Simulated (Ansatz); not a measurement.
# Ba2HfC2: the cost of one run

Computed with Ansatz 0.2.0 (DFT PBE, scalar-relativistic, plane waves, PAW, unless a step's input says otherwise).

## (1) The structure to begin with

Symmetry: P4/mmm, No. 123, tetragonal system. The conventional cell has a = 4.401 Å, b = 4.401 Å, c = 12.879 Å, α = 90.00°, β = 90.00°, γ = 90.00°. Ba (site symmetry 4mm) has 1 C at 2.22 Å in its first shell of neighbours. Around Ba (site symmetry 4mm) lie 1 C at 2.56 Å. Hf (site symmetry 4/mmm) is surrounded by 2 C at 1.96 Å. Hf (site symmetry 4/mmm) is surrounded by 2 C at 2.15 Å. Around C (site symmetry 4mm) lie 1 Hf at 1.96 Å and 1 Ba at 2.22 Å. Around C (site symmetry 4mm) lie 1 Hf at 2.15 Å and 1 Ba at 2.56 Å.

Coordinates:

```
Ba Hf C
1.0
     4.40081    0.00000    0.00000
     0.00000    4.40081    0.00000
     0.00000    0.00000   12.87902
Ba Hf C
4 2 4
Direct
  0.00000 0.00000 0.67587
  0.50000 0.50000 0.13399
  0.00000 0.00000 0.32413
  0.50000 0.50000 0.86601
  0.00000 0.00000 0.00000
  0.50000 0.50000 0.50000
  0.00000 0.00000 0.84820
  0.50000 0.50000 0.33312
  0.00000 0.00000 0.15180
  0.50000 0.50000 0.66688
```

Recipe of the guess: Ba2ZnN2 type (I4/mmm) distorted into a subgroup (P4/mmm, No. 123). Lengths come from tabulated atomic sizes and are only a guess.

## (2) Probe: one point on a coarse mesh

The input, input.yaml:

```yaml
crystal:
  lattice:
    - [4.40080761, 0.0, 0.0]
    - [0.0, 4.40080761, 0.0]
    - [0.0, 0.0, 12.87902208]
  atoms:
    - { symbol: Ba, position: [0.0, 0.0, 0.67586655] }
    - { symbol: Ba, position: [0.5, 0.5, 0.13399074] }
    - { symbol: Ba, position: [0.0, 0.0, 0.32413345] }
    - { symbol: Ba, position: [0.5, 0.5, 0.86600926] }
    - { symbol: Hf, position: [0.0, 0.0, 0.0] }
    - { symbol: Hf, position: [0.5, 0.5, 0.5] }
    - { symbol: C, position: [0.0, 0.0, 0.84820211] }
    - { symbol: C, position: [0.5, 0.5, 0.33311625] }
    - { symbol: C, position: [0.0, 0.0, 0.15179789] }
    - { symbol: C, position: [0.5, 0.5, 0.66688375] }
basis:
  ecutwfc: 420
kpoints:
  mp_grid: { grid: [4, 4, 2] }
hamiltonian:
  xc: pbe
scf:
  occupations: { method: gaussian, width: 0.1 }
  lower_state_search: "off"
output:
  forces: true
  stress: true
  eigenvalues: true
```

On the command line:

```sh
ansatz run input.yaml --threads 1 --pin off --max-ram 2560MiB --backend cpu --events-out ev --progress --plain --runs-dir out
```

Q: Estimate wall time and peak memory on 1 thread of Intel Xeon at 2.50GHz (Skylake/Cascade Lake), shared host.

About 27 s, with a peak of 0.58 GiB.
